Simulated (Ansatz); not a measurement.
**C₁₀H₁₀Cl₂Zr: how energies converge with the basis set**

The task here is to estimate one member of a computed series from the others.

Method: one geometry, several basis sets; program: Ansatz 0.2.0, Gaussian basis.

Levels to be run: PBE0-D4/def2-SVP; ωB97M-V/def2-SVP; PBE0-D4/def2-QZVPP; ωB97M-V/def2-QZVPP; the functionals' def2-TZVPP values are taken from earlier runs.

## The geometry

The geometry comes from an earlier relaxation with PBE0-D4 in a triple-zeta def2 set; it is a stationary point, not always the lowest conformer. Zr takes the def2 core potential; no spin-orbit term is included.

23 atoms, charge 0, spin multiplicity 1.

Atoms are counted from 1 here; the program's logs count them from 0.

Bond lengths: Cl1–Zr2 2.417 Å, Zr2–Cl3 2.417 Å, Zr2–C4 2.536 Å, Zr2–C5 2.495 Å, Zr2–C6 2.504 Å, Zr2–C7 2.520 Å, Zr2–C8 2.533 Å, Zr2–C9 2.504 Å, Zr2–C10 2.520 Å, Zr2–C11 2.533 Å, Zr2–C12 2.536 Å, Zr2–C13 2.496 Å, C4–C5 1.410 Å, C4–C8 1.405 Å, C4–H14 1.078 Å, C5–C6 1.417 Å, C5–H15 1.080 Å, C6–C7 1.405 Å and more. Angles: Cl1–Zr2–Cl3 100.5°, Cl1–Zr2–C4 78.5°, Cl1–Zr2–C5 98.2°, Cl1–Zr2–C6 130.1°, Cl1–Zr2–C7 126.8°, Cl1–Zr2–C8 94.4°, Cl1–Zr2–C9 110.7°, Cl1–Zr2–C10 81.4°, Cl1–Zr2–C11 83.0°, Cl1–Zr2–C12 113.1°, Cl1–Zr2–C13 134.1°, Cl3–Zr2–C4 113.2°, Cl3–Zr2–C5 134.1°, Cl3–Zr2–C6 110.6°, Cl3–Zr2–C7 81.3°, Cl3–Zr2–C8 83.0°, Cl3–Zr2–C9 130.0°, Cl3–Zr2–C10 126.8° and more.

Set-up of the first run:

in.yaml

```yaml
crystal:
  periodic: [false, false, false]
  atoms:
    - {symbol: Cl, position_ang: [0.695906, -0.381834, -2.795706]}
    - {symbol: Zr, position_ang: [0.307113, -0.459732, -0.411829]}
    - {symbol: Cl, position_ang: [1.295564, -2.598381, 0.125823]}
    - {symbol: C, position_ang: [-2.053809, -0.649668, -1.317305]}
    - {symbol: C, position_ang: [-2.026276, 0.424840, -0.404305]}
    - {symbol: C, position_ang: [-1.803659, -0.111368, 0.888564]}
    - {symbol: C, position_ang: [-1.663418, -1.503742, 0.761654]}
    - {symbol: C, position_ang: [-1.810071, -1.835864, -0.605417]}
    - {symbol: C, position_ang: [0.680558, 1.790933, 0.619064]}
    - {symbol: C, position_ang: [1.489153, 1.762481, -0.529795]}
    - {symbol: C, position_ang: [2.503689, 0.797865, -0.327373]}
    - {symbol: C, position_ang: [2.327047, 0.242674, 0.950783]}
    - {symbol: C, position_ang: [1.186389, 0.833233, 1.533074]}
    - {symbol: H, position_ang: [-2.178504, -0.566932, -2.385019]}
    - {symbol: H, position_ang: [-2.177821, 1.466155, -0.646904]}
    - {symbol: H, position_ang: [-1.752395, 0.450332, 1.808717]}
    - {symbol: H, position_ang: [-1.446742, -2.197962, 1.559082]}
    - {symbol: H, position_ang: [-1.711870, -2.823741, -1.028588]}
    - {symbol: H, position_ang: [-0.174093, 2.430583, 0.778049]}
    - {symbol: H, position_ang: [1.344965, 2.346673, -1.425749]}
    - {symbol: H, position_ang: [3.255898, 0.513096, -1.046917]}
    - {symbol: H, position_ang: [2.922684, -0.543058, 1.386990]}
    - {symbol: H, position_ang: [0.789690, 0.613398, 2.513117]}
basis:
  gaussian: {orbitals: def2-SVP}
hamiltonian: {xc: pbe0, dispersion: d4}
output: {orbitals: {seedname: orbitals}}
```

The run is started by

```bash
ansatz run in.yaml --threads 11 --pin off --events-out ev --progress --plain --max-ram 110592MiB --backend cpu
```

Steps of the session up to this table: PBE0-D4 in def2-SVP; ωB97M-V in def2-SVP; PBE0-D4 in def2-QZVPP; ωB97M-V in def2-QZVPP.

One of the session's tables, all rows but one given; the rest of the session is left out.

It belongs to the step «Density functionals: the series». 

```
functional       basis  HOMO (eV)  LUMO (eV)
   PBE0-D4    def2-SVP      -7.02      -1.75
   PBE0-D4  def2-TZVPP      -6.98      -1.77
   PBE0-D4  def2-QZVPP      -6.99      -1.78
   ωB97M-V    def2-SVP          ?          ?
   ωB97M-V  def2-TZVPP      -9.00       0.20
   ωB97M-V  def2-QZVPP      -9.02       0.17
```

Estimate the missing values for ωB97M-V, def2-SVP.

As computed: HOMO (eV): -9.03; LUMO (eV): 0.27. In the column «HOMO (eV)» it is the lowest.
